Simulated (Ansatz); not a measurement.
# CuF (triplet): the correlation ladder, def2-TZVPP

One table from this session's results is given with a row withheld; the runs are named, their logs left out.

Method: def2-TZVPP, core rule «outside noble gas», up to 10 orbitals frozen; program: Ansatz 0.2.0, Gaussian basis.

To be run: UHF; ROHF; CCSD(T) on UHF.

2 further runs of the same task are left out: 2 set aside as unsound or not needed.

**The geometry**

The geometry is a PBE0/def2-TZVP stationary point (not a proven minimum) of the parent state, kept for this charge and spin.

2 atoms, charge 0, spin multiplicity 3.

Atoms are counted from 1 here; the program's logs count them from 0.

Bond lengths: Cu1–F2 1.765 Å.

Coordinates:

```xyz
2
CuF
Cu    0.00000    0.00000    0.00000
F     0.00000    0.00000    1.76480
```

Set-up of the first run:

The input, in.yaml:

```yaml
crystal:
  periodic: [false, false, false]
  atoms:
    - {symbol: Cu, position_ang: [0.000000, 0.000000, 0.000000]}
    - {symbol: F, position_ang: [0.000000, 0.000000, 1.764798]}
basis:
  gaussian: {orbitals: def2-TZVPP}
magnetization: {spin_polarized: true, initial_magnetization: 2}
hamiltonian: {xc: hf}
output: {orbitals: {seedname: orbitals}}
```

Launch:

```sh
ansatz run in.yaml --threads 1 --pin off --events-out ev --progress --plain --max-ram 4096MiB --backend cpu
```

Among the steps run: UHF; ROHF; CCSD(T) on UHF.

One of the session's tables, all rows but one given; the rest of the session is left out.

It belongs to the step «Misses and costs». 

| method | from UCCSD(T) (kJ/mol) |
| --- | --- |
| ROHF | +1674.3 |
| UHF | ? |
| UMP2 | -14.3 |
| UCCSD | +48.4 |
| UCCSD(T) | 0 |

Q: Estimate the row for UHF from the others.

The run gave: from UCCSD(T) (kJ/mol): +1664.2. In the column «from UCCSD(T) (kJ/mol)» it lies between UCCSD (+48.4) and ROHF (+1674.3).
